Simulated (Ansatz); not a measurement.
**C₂H₇FGaNS: basis-set convergence**

An exercise on one series of results from a longer session: the logs are not shown, and one member is left open.

Computed with Ansatz 0.2.0, Gaussian basis. Level: one geometry, several basis sets.

The runs, in order: PBE0-D4/def2-SVP; ωB97M-V/def2-SVP; PBE0-D4/def2-QZVPP; ωB97M-V/def2-QZVPP; the functionals' def2-TZVPP values are taken from earlier runs.

**The relaxed structure**

All runs share one geometry, relaxed beforehand with PBE0-D4 in a triple-zeta def2 set.

SMILES `C[N](C)[Ga]([F])[SH]`, 13 atoms, charge 0, spin multiplicity 1.

Atoms are counted from 1 here; the program's logs count them from 0.

Bond lengths: C1–N2 1.443 Å, C1–H7 1.091 Å, C1–H8 1.099 Å, C1–H9 1.099 Å, N2–C3 1.438 Å, N2–Ga4 1.803 Å, C3–H10 1.099 Å, C3–H11 1.099 Å, C3–H12 1.093 Å, Ga4–F5 1.755 Å, Ga4–S6 2.183 Å, S6–H13 1.344 Å. Angles: N2–C1–H7 110.7°, N2–C1–H8 111.3°, N2–C1–H9 111.3°, H7–C1–H8 108.0°, H7–C1–H9 108.0°, H8–C1–H9 107.5°, C1–N2–C3 114.0°, C1–N2–Ga4 121.5°, C3–N2–Ga4 124.4°, N2–C3–H10 111.5°, N2–C3–H11 111.5°, N2–C3–H12 111.2°, H10–C3–H11 107.4°, H10–C3–H12 107.5°, H11–C3–H12 107.5°, N2–Ga4–F5 115.0°, N2–Ga4–S6 129.2°, F5–Ga4–S6 115.8° and more.

Geometry (Å):

```mol
C2H7FGaNS
  3D, bonds by distance, orders not assigned

 13 12  0  0  0  0  0  0  0  0999 V2000
   -1.3418   -1.0342    0.0456 C   0  0
   -0.1788   -0.1804    0.0206 N   0  0
    1.0147   -0.8016    0.5286 C   0  0
   -0.2628    1.5094   -0.6015 Ga  0  0
   -1.8464    2.0145   -1.1641 F   0  0
    1.3198    3.0052   -0.7517 S   0  0
   -2.2130   -0.5101   -0.3504 H   0  0
   -1.1856   -1.9384   -0.5592 H   0  0
   -1.5766   -1.3584    1.0690 H   0  0
    0.8925   -1.1140    1.5753 H   0  0
    1.2820   -1.6959   -0.0520 H   0  0
    1.8655   -0.1175    0.4875 H   0  0
    2.2511    2.1869   -0.2329 H   0  0
  1  2  8  0
  2  3  8  0
  2  4  8  0
  4  5  8  0
  4  6  8  0
  1  7  8  0
  1  8  8  0
  1  9  8  0
  3 10  8  0
  3 11  8  0
  3 12  8  0
  6 13  8  0
M  END
```

Set-up of the first run:

The input, in.yaml:

```yaml
crystal:
  periodic: [false, false, false]
  atoms:
    - {symbol: C, position_ang: [-1.341828, -1.034230, 0.045553]}
    - {symbol: N, position_ang: [-0.178825, -0.180372, 0.020611]}
    - {symbol: C, position_ang: [1.014692, -0.801649, 0.528632]}
    - {symbol: Ga, position_ang: [-0.262848, 1.509434, -0.601525]}
    - {symbol: F, position_ang: [-1.846381, 2.014524, -1.164114]}
    - {symbol: S, position_ang: [1.319823, 3.005194, -0.751724]}
    - {symbol: H, position_ang: [-2.213034, -0.510142, -0.350371]}
    - {symbol: H, position_ang: [-1.185634, -1.938424, -0.559215]}
    - {symbol: H, position_ang: [-1.576625, -1.358450, 1.069008]}
    - {symbol: H, position_ang: [0.892485, -1.114047, 1.575349]}
    - {symbol: H, position_ang: [1.281957, -1.695851, -0.051984]}
    - {symbol: H, position_ang: [1.865477, -0.117463, 0.487549]}
    - {symbol: H, position_ang: [2.251140, 2.186877, -0.232869]}
basis:
  gaussian: {orbitals: def2-SVP}
hamiltonian: {xc: pbe0, dispersion: d4}
output: {orbitals: {seedname: orbitals}}
```

Among the steps run: PBE0-D4 in def2-SVP; ωB97M-V in def2-SVP; PBE0-D4 in def2-QZVPP; ωB97M-V in def2-QZVPP.

One table of the session follows, with a row left open; its other results are not shown here.

It belongs to the step «Functionals by basis». 

```
functional       basis  HOMO (eV)
   PBE0-D4    def2-SVP      -6.57
   PBE0-D4  def2-TZVPP      -6.67
   PBE0-D4  def2-QZVPP      -6.69
   ωB97M-V    def2-SVP          ?
   ωB97M-V  def2-TZVPP      -8.93
   ωB97M-V  def2-QZVPP      -8.97
```

**Question.** Estimate the row for ωB97M-V, def2-SVP.

The run gave: HOMO (eV): -8.82. In the column «HOMO (eV)» it lies between ωB97M-V, def2-TZVPP (-8.93) and PBE0-D4, def2-QZVPP (-6.69).
